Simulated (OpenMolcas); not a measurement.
**RPBE/ANO-L-VTZP (RICD fitting) run of BPH3F3 (SMILES [BH3-][P+](F)(F)F)**

What is the vertical ionisation energy of BPH3F3 at RPBE/ANO-L-VTZP (RICD fitting)? 

The results are computed with OpenMolcas 26.06.

**1. The structure to begin with**

BPH3F3 has 8 atoms, charge 0, and is taken as a singlet. SMILES: `[BH3-][P+](F)(F)F`. The shape is that of a GFN2-xTB optimisation.

Bond lengths: B1–P2 1.870 Å, P2–F3 1.585 Å, P2–F4 1.585 Å, P2–F5 1.585 Å, B1–H6 1.182 Å, B1–H7 1.182 Å, B1–H8 1.182 Å. Some angles: B1–P2–F3 121.9°, B1–P2–F4 121.9°, B1–P2–F5 122.0°, F3–P2–F4 94.6°, F3–P2–F5 94.6°, F4–P2–F5 94.7°, P2–B1–H6 104.7°, P2–B1–H7 104.7°, P2–B1–H8 104.6°, H6–B1–H7 113.8°.

**2. A single-point energy at RPBE/ANO-L-VTZP (RICD fitting)**

The input, coord.xyz:

```xyz
8

B     -0.083970     1.003810     0.527130
P      0.054140    -0.646920    -0.340200
F      0.307070    -1.992980     0.458020
F     -1.130450    -1.236380    -1.213750
F      1.170780    -0.931760    -1.428850
H     -1.002970     0.881620     1.259750
H     -0.266410     1.783920    -0.341500
H      0.951810     1.138690     1.079400
```

The input, job.inp:

```
&GATEWAY
Coord=coord.xyz
Basis=ANO-L-VTZP
Group=NoSym
RICD
&SEWARD
GridInput
Grid=Fine
End of Grid
&SCF
KSDFT=2
1.0 GGA_X_RPBE
1.0 GGA_C_PBE
PrOrbitals=1 1
```

Run with:

```
$ export MOLCAS_MEM=1860
$ pymolcas job.inp > job.log
```

What it wrote:

```text
--- Start Module: gateway ---
[...]
--- Stop Module: gateway /rc=_RC_ALL_IS_WELL_ ---
[...]
--- Start Module: seward ---
[...]
      Basis functions          196
--- Stop Module: seward /rc=_RC_ALL_IS_WELL_ ---
[...]
--- Start Module: scf ---
[...]
       Convergence after  15 Iterations
[...]
::    Total KS-DFT energy                            -667.7297615527
[...]
      Total spin, S                                     0.0000000000
[...]
      Total electronic charge=   50.000000
      Total            charge=   -0.000000
[...]
      Dipole Moment (debye):
      Origin of the operator (angstrom)=    0.0689   -0.8255   -0.4336
                   X=  4.3165E-02               Y= -4.9860E-01               Z= -2.6361E-01           Total=  5.6565E-01
      Quadrupole Moment (debye*angstrom):
[...]
--- Stop Module: scf /rc=_RC_ALL_IS_WELL_ ---
[...]
```

It took 52 s on 1 thread of Arm Neoverse V1, shared host; peak memory 0.47 GiB.

**3. The doublet cation at the same level**

coord.xyz is that of step 2.

The input, job.inp:

```
* BF3H3P Kohn-Sham DFT

&GATEWAY
  Coord
  coord.xyz
  Basis
  ANO-L-VTZP
  Group
  NoSym
  RICD

&SEWARD
  GridInput
  Grid=Fine
  End of Grid

&SCF
  UHF
  Charge
  1
  Spin
  2
  KSDFT
  2
  1.0 GGA_X_RPBE
  1.0 GGA_C_PBE
  PrOrbitals
  1 1
```

Run with:

```
$ export MOLCAS_MEM=1860
$ pymolcas job.inp > job.log
```

What it wrote:

```text
--- Start Module: gateway ---
[...]
--- Stop Module: gateway /rc=_RC_ALL_IS_WELL_ ---
[...]
--- Start Module: seward ---
[...]
      Basis functions          196
--- Stop Module: seward /rc=_RC_ALL_IS_WELL_ ---
[...]
--- Start Module: scf ---
[...]
       Convergence after  36 Iterations
[...]
::    Total KS-DFT energy                            -667.2807860612
[...]
      Total spin, S                                     0.5020674385
[...]
      Total electronic charge=   49.000000
      Total            charge=    1.000000
[...]
      Dipole Moment (debye):
      Origin of the operator (angstrom)=    0.0689   -0.8255   -0.4336
                   X= -4.7133E-01               Y=  5.4167E+00               Z=  2.6049E+00           Total=  6.0290E+00
      Center of Charge (angstrom)
[...]
--- Stop Module: scf /rc=_RC_ALL_IS_WELL_ ---
[...]
```

It took 2.8 min on 1 thread of Arm Neoverse V1, shared host; peak memory 0.48 GiB.

**4. Summary of results**

At RPBE/ANO-L-VTZP (RICD fitting):

| quantity | value |
| --- | --- |
| singlet BPH3F3: total energy | -667.72976 Eh |
| singlet BPH3F3: dipole moment | 0.57 D |
| singlet BPH3F3: HOMO energy | -8.64 eV |
| singlet BPH3F3: LUMO energy | -1.74 eV |
| singlet BPH3F3: HOMO–LUMO gap | 6.91 eV |
| doublet cation: total energy | -667.28079 Eh |
| doublet cation: HOMO energy (highest over α and β) | -15.84 eV |
| doublet cation: LUMO energy (lowest over α and β) | -15.65 eV |
| doublet cation: ⟨S²⟩ | 0.754 |
| vertical ionisation energy (to the doublet cation) | 12.217 eV |

The vertical ionisation energy comes to 12.22 eV (1179 kJ/mol). The negative HOMO energy of the first species, 8.64 eV, lies 3.58 eV below that difference. Mulliken charges (singlet BPH3F3) run from -1.93 on B1 to +1.16 on P2; they depend strongly on the basis. Mulliken charges (doublet cation) run from -1.47 on B1 to +1.21 on P2.
